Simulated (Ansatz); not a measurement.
**SbBr3: a ladder of functionals and wavefunction methods**

An exercise on one series of results from a longer session: the logs are not shown, and one member is left open.

Program: Ansatz 0.2.0, Gaussian basis. Level of theory: functionals in def2-TZVPP, the program's frozen cores in correlated methods. These are calculated values, not measurements.

The runs, in order: LDA (SPW92), PBE-D4, revPBE-D4, BLYP-D4, r2SCAN-D4, B97M-V, PBE0-D4, B3LYP-D4, r2SCANh-D4, r2SCAN0-D4, HSE06-D4, BHLYP-D4, CAM-B3LYP-D4, LC-ωPBE, ωB97X-V, ωB97M-V, B2PLYP, PBE-QIDH; CCSD(T)/def2-SVP; CCSD(T)/def2-TZVPP; MP2/def2-QZVPP; extrapolation to the limit; RPA on PBE.

1 further run of the same task is left out (for a known fault of the program).

## Structure used throughout

All runs share one geometry, relaxed beforehand with PBE0-D4 in a triple-zeta def2 set. Sb takes the def2 core potential; no spin-orbit term is included.

SMILES `[Br][Sb]([Br])[Br]`, 4 atoms, charge 0, spin multiplicity 1.

Atoms are counted from 1 here; the program's logs count them from 0.

Bond lengths: Br1–Sb2 2.497 Å, Sb2–Br3 2.497 Å, Sb2–Br4 2.497 Å. Angles: Br1–Sb2–Br3 98.5°, Br1–Sb2–Br4 98.5°, Br3–Sb2–Br4 98.5°.

The first run:

Contents of in.yaml:

```yaml
crystal:
  periodic: [false, false, false]
  atoms:
    - {symbol: Br, position_ang: [0.903019, 0.587175, 1.924183]}
    - {symbol: Sb, position_ang: [-0.847635, -0.135972, 0.296401]}
    - {symbol: Br, position_ang: [0.387752, -2.036094, -0.752773]}
    - {symbol: Br, position_ang: [-0.443125, 1.584880, -1.467811]}
basis:
  gaussian: {orbitals: def2-TZVPP}
hamiltonian: {xc: lda}
output: {orbitals: {seedname: orbitals}}
```

Command:

```bash
$ ansatz run in.yaml --threads 4 --pin off --events-out ev --progress --plain --max-ram 10444MiB
```

Among the steps run: LDA; PBE-D4 (GGA); revPBE-D4 (GGA); BLYP-D4 (GGA); r2SCAN-D4 (meta-GGA); B97M-V (meta-GGA); B3LYP-D4 (hybrid); r2SCANh-D4 (hybrid); r2SCAN0-D4 (hybrid); HSE06-D4 (hybrid); BHLYP-D4 (hybrid); CAM-B3LYP-D4 (range-separated); LC-ωPBE (range-separated); ωB97X-V (range-separated); ωB97M-V (range-separated); B2PLYP (double hybrid); PBE-QIDH (double hybrid).

One of the session's tables, all rows but one given; the rest of the session is left out.

It belongs to the step «Orbital energies across the functionals». 

| functional | HOMO (eV) | LUMO (eV) | gap (eV) |
| --- | --- | --- | --- |
| LDA (SPW92) | -7.26 | -3.18 | 4.08 |
| PBE-D4 | -7.06 | -2.89 | 4.17 |
| revPBE-D4 | -7.00 | -2.80 | 4.20 |
| BLYP-D4 | -6.90 | -2.79 | 4.11 |
| r2SCAN-D4 | ? | ? | ? |
| B97M-V | -7.33 | -2.62 | 4.71 |
| PBE0-D4 | -8.12 | -2.16 | 5.97 |
| B3LYP-D4 | -7.92 | -2.38 | 5.54 |
| r2SCANh-D4 | -7.75 | -2.48 | 5.27 |
| r2SCAN0-D4 | -8.32 | -2.07 | 6.25 |
| HSE06-D4 | -7.74 | -2.52 | 5.22 |
| BHLYP-D4 | -9.03 | -1.31 | 7.72 |
| CAM-B3LYP-D4 | -9.30 | -1.22 | 8.08 |
| LC-ωPBE | -10.51 | -0.14 | 10.37 |
| ωB97X-V | -10.21 | -0.22 | 9.99 |
| ωB97M-V | -10.09 | -0.33 | 9.76 |

Q: Estimate the row for r2SCAN-D4 from the others.

Worked estimate for «HOMO (eV)». Against the share of exact exchange, r2SCANh-D4 (0.1, -7.75), r2SCAN0-D4 (0.25, -8.32) give a slope of -3.80 per unit share; at 0 the line stands at -7.37.

The run gave: HOMO (eV): -7.36; LUMO (eV): -2.75; gap (eV): 4.61. In «HOMO (eV)» the line misses by -0.01.
